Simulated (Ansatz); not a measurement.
This script for Ansatz's Python interface starts 3 runs on MoS2, space group P-3m1. What input does the engine get in each?

`mos2_zeeman.py`:
```python
"""Response of the spins of MoS2 to a Zeeman field."""

import ansatz as az
import numpy as np


def main() -> None:
    mos2 = (
        az.Lattice.from_parameters(3.22746456, 3.22746456, 6.31247342, alpha=90, beta=90, gamma=120)
        .space_group(164)
        .atom("Mo", (0.0, 0.0, 0.5))
        .atom("S", (1 / 3, 2 / 3, 0.25531932))
    )

    calculation = (
        mos2.calculation()
        .functional(az.Functional.R2SCAN, dispersion="D4")
        .pseudopotentials("nc")
        .kpoints(8, 8, 4, center="monkhorst-pack")
        .occupations("cold", width=0.05)
        .mixing("msr1", beta=0.5)
        .scf(tolerance=1e-06, max_iterations=80, extra_bands=6)
        .spin("collinear")
    )
    # the field acts on the spins alone; such large fields lift the response over the noise
    rows = []
    for tesla in [-200, 0, 200]:
        report = (calculation.magnetic_field(tesla) if tesla else calculation).run(threads=1).report
        rows.append((tesla, report["magnetization_mub"], report["free_energy_ev"], report["components"].get("e_zeeman", 0.0)))
    print("         B (T)      moment muB            F eV  Zeeman term eV")
    for row in rows:
        print(f"{str(row[0]):>14s}  {row[1]:14.4f}  {row[2]:14.5f}  {row[3]:14.5f}")
    slope = np.polyfit([row[0] for row in rows], [row[1] for row in rows], 1)[0]
    print(f"dM/dB = {1000 * slope:.4f} muB per 1000 T per cell")


if __name__ == "__main__":
    main()
```

Run 1:
```yaml
crystal:
  lattice:
    a: 3.22746456
    b: 3.22746456
    c: 6.31247342
    alpha: 90.0
    beta: 90.0
    gamma: 120.0
  space_group: 164
  atoms:
    - { symbol: Mo, position: [0.0, 0.0, 0.5] }
    - { symbol: S, position: [0.3333333333333333, 0.6666666666666666, 0.25531932] }
kpoints:
  mp_grid:
    grid: [8, 8, 4]
    shift: [0.5, 0.5, 0.5]
hamiltonian:
  xc: r2scan
  dispersion: d4
  pseudopotentials:
    kind: nc
magnetization:
  spin_polarized: true
  magnetic_field: -200.0
scf:
  max_iter: 80
  n_extra_bands: 6
  convergence:
    dr2_threshold: 1.0e-06
  mixing:
    algorithm: msr1
    beta: 0.5
  occupations:
    method: cold
    width: 0.05
```

Run 2, against run 1:
```diff
-  magnetic_field: -200.0
```

Run 3, against run 1:
```diff
-  magnetic_field: -200.0
+  magnetic_field: 200.0
```

```console
$ python mos2_zeeman.py
DeckWarning: basis.ecutwfc = 1088.45545 eV, auto-derived from the records' recommended cutoffs: set by Mo (normal level)
DeckWarning: crystal.symmetry: narrowed to the stabiliser of the k-point mesh — unitary ops 12 → 4; excluded 8 operations that carry a point of the 8×8×4 mesh (shift [0.5, 0.5, 0.5]) off the mesh [...]
RunWarning: this spin-polarised run has no starting moment large enough to seed its density, so its SCF can try parallel moments of its own, which can die out, and starts no order whose moments [...]
         B (T)      moment muB            F eV  Zeeman term eV
          -200         -0.0245     -2778.30880        -0.00028
             0          0.0000     -2778.30864         0.00000
           200          0.0245     -2778.30880        -0.00028
dM/dB = 0.1224 muB per 1000 T per cell
```
(Warnings from the package without file and line, shortened.)

What to keep in mind:
- The settings weren't tested for convergence.
- Such functionals run on norm-conserving files made under PBE, which can move pressures by some GPa.
- Dispersion corrections can be off by several per cent in the lattices of metals, and by several GPa in the pressure at a fixed cell.
- The mesh is modest for a metal, so energies can be off by several to tens of meV an atom and pressures by half a GPa or more; differences at equal mesh fare better.
- r2SCAN tends to overestimate the moments of itinerant magnets.
- The structure comes from a database of computed cells and needn't be a stable or known phase.
- Orbital magnetism is left out. The response of a metal hangs strongly on mesh and smearing, and a straight-line fit holds only where the moment is linear in the field.
- The whole script took 2.6 min on 1 thread of Intel(R) Xeon(R) Platinum 8488C (Sapphire Rapids), with other jobs on the host, peak memory 0.8 GiB.

(Lines on the test bed's own set-up are left out of the output.)
